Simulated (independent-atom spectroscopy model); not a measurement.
**IrO2 on Si: peak ratios against emission angle**

Aim: the ratio of the Ir 3p3/2 peak of the film to the Si 1s peak of the substrate as the sample is tilted.

The numbers are computed with independent-atom spectroscopy model (version 2): angle-resolved photoelectron peak ratio of a uniform film on a substrate: exponential attenuation with lengths from TPP-2M (nominal gaps) and the elastic albedo, Dirac-Hartree-Slater cross sections, magic-angle geometry.

### Step 1. Film and substrate

22 nm of IrO2 (10.66 g/cm³) on Si (2.33 g/cm³).

### Step 2. Calculation

Given to the script:

```json
{
  "film": "IrO2",
  "film_density": 10.66,
  "base": "Si",
  "base_density": 2.33,
  "photon_energy": 9251.7,
  "film_peak": "Ir 3p3/2",
  "base_peak": "Si 1s",
  "thickness": 22.0,
  "emission_angle": [0, 10, 20, 30, 40, 45, 50]
}
```

Units: film_density in g/cm³, base_density in g/cm³, photon_energy in eV, thickness in nm, emission_angle in degrees.

What does the calculation give? Wanted: ratio at normal emission; ratio at 50°.

As calculated:

```
                                            quantity    value
                            ratio at normal emission     42.9
                                        ratio at 50°      280
attenuation length of the substrate peak in the film  6.61 nm
                          thickness over that length     3.33
```

At 0° the substrate keeps 3.6 % of its signal through 3.3 attenuation lengths of film. At 50° the ratio is 6.5 times as large, since the way out grows as 1/cos θ. Islands, roughness and grazing exit, where elastic scattering matters more, are outside the model.
